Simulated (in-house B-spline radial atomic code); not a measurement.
# Zn²⁺: excited configurations

Aim: the energies of several excited configurations of Zn²⁺ above a reference configuration, each from its own self-consistent run.

Program: in-house B-spline radial atomic code version 1. Level of theory: scalar-relativistic (spin-free one-electron X2C) B3LYP, spin-polarised, spherical density, exact exchange averaged over the configuration, Fermi nucleus, basis-set limit. These are calculated values, not measurements, unless marked.

### Step 1. The atom as given

- element: zinc (Z = 30)
- charge: +2
- electrons: 28
- configuration: [Ar] 3d10
- Hamiltonian: scalar-relativistic (X2C)
- nucleus: Fermi, rms radius 3.928 fm

Outer shells as boxes (Hund's rule):

[Ar] 3d10
```
[Ar] core
3d [↑↓][↑↓][↑↓][↑↓][↑↓]
```

Where spins are not typed, each open shell is filled with up spins first.

### Step 2. The reference configuration

Settings, as recorded:

```ini
Z = 30
electrons = 28.0
configuration = [Ar] 3d10
hamiltonian = x2c
method = b3lyp
spin_polarised = True
nucleus = fermi
rms_radius = 3.9283
mass_number = 64
atomic_mass = 63.929141776
speed_of_light = 137.035999084
exact_exchange = averaged over the configuration
```

Command:

```console
$ python run_scf.py task.json out
```

One command runs all members of the session, one after another, from task.json.

### Step 3. [Ne] 3s2 3p5 3d10 4d1

Settings: those of step 2 with these lines changed.

```diff
@@ -2,3 +2,3 @@
 electrons = 28.0
-configuration = [Ar] 3d10
+configuration = [Ne] 3s2 3p5 3d10 4d1
 hamiltonian = x2c
```

### Step 4. Run with [Ne] 3s2 3p5 3d10 4f1

Settings: those of step 3 with these lines changed.

```diff
@@ -2,3 +2,3 @@
 electrons = 28.0
-configuration = [Ne] 3s2 3p5 3d10 4d1
+configuration = [Ne] 3s2 3p5 3d10 4f1
 hamiltonian = x2c
```

### Step 5. Run with [Ar] 3d9 4f1

Settings: those of step 4 with these lines changed.

```diff
@@ -2,3 +2,3 @@
 electrons = 28.0
-configuration = [Ne] 3s2 3p5 3d10 4f1
+configuration = [Ar] 3d9 4f1
 hamiltonian = x2c
```

### Step 6. Run with [Ar] 3d9 4s1

Settings: those of step 5 with these lines changed.

```diff
@@ -2,3 +2,3 @@
 electrons = 28.0
-configuration = [Ar] 3d9 4f1
+configuration = [Ar] 3d9 4s1
 hamiltonian = x2c
```

### Step 7. [Ne] 3s2 3p5 3d10 4p1

Settings: those of step 6 with these lines changed.

```diff
@@ -2,3 +2,3 @@
 electrons = 28.0
-configuration = [Ar] 3d9 4s1
+configuration = [Ne] 3s2 3p5 3d10 4p1
 hamiltonian = x2c
```

### Step 8. Run with [Ar] 3d9 4p1

Settings: those of step 7 with these lines changed.

```diff
@@ -2,3 +2,3 @@
 electrons = 28.0
-configuration = [Ne] 3s2 3p5 3d10 4p1
+configuration = [Ar] 3d9 4p1
 hamiltonian = x2c
```

### Step 9. Configuration [Ne] 3s2 3p5 3d10 4s1

Settings: those of step 8 with these lines changed.

```diff
@@ -2,3 +2,3 @@
 electrons = 28.0
-configuration = [Ar] 3d9 4p1
+configuration = [Ne] 3s2 3p5 3d10 4s1
 hamiltonian = x2c
```

### Step 10. [Ar] 3d9 4d1

Settings: those of step 9 with these lines changed.

```diff
@@ -2,3 +2,3 @@
 electrons = 28.0
-configuration = [Ne] 3s2 3p5 3d10 4s1
+configuration = [Ar] 3d9 4d1
 hamiltonian = x2c
```

Q: How far above the reference does each configuration lie (order and size, in eV)?

The runs gave:

| net move | configuration | 2|M_S|+1 | energy above the reference (eV) | largest <r> (bohr) |
| --- | --- | --- | --- | --- |
| 3d → 4s | [Ar] 3d9 4s1 | 3 | 9.155 | 2.13 |
| 3d → 4p | [Ar] 3d9 4p1 | 3 | 17.170 | 2.53 |
| 3d → 4d | [Ar] 3d9 4d1 | 3 | 26.872 | 3.78 |
| 3d → 4f | [Ar] 3d9 4f1 | 3 | 32.127 | 5.78 |
| 3p → 4s | [Ne] 3s2 3p5 3d10 4s1 | 3 | 85.066 | 2.12 |
| 3p → 4p | [Ne] 3s2 3p5 3d10 4p1 | 3 | 93.116 | 2.52 |
| 3p → 4d | [Ne] 3s2 3p5 3d10 4d1 | 3 | 102.86 | 3.77 |
| 3p → 4f | [Ne] 3s2 3p5 3d10 4f1 | 3 | 108.16 | 5.77 |

The energies run from 9.155 eV (3d → 4s) to 108.16 eV (3p → 4f). 4 of them lie more than 60 % above minus the reference's highest level (33.333 eV), in the range where a state can decay by emitting an electron. The reference has 2|M_S|+1 = 1; 8 of the configurations differ from it in spin. These are spherical averages at the typed spins, not spectroscopic levels.
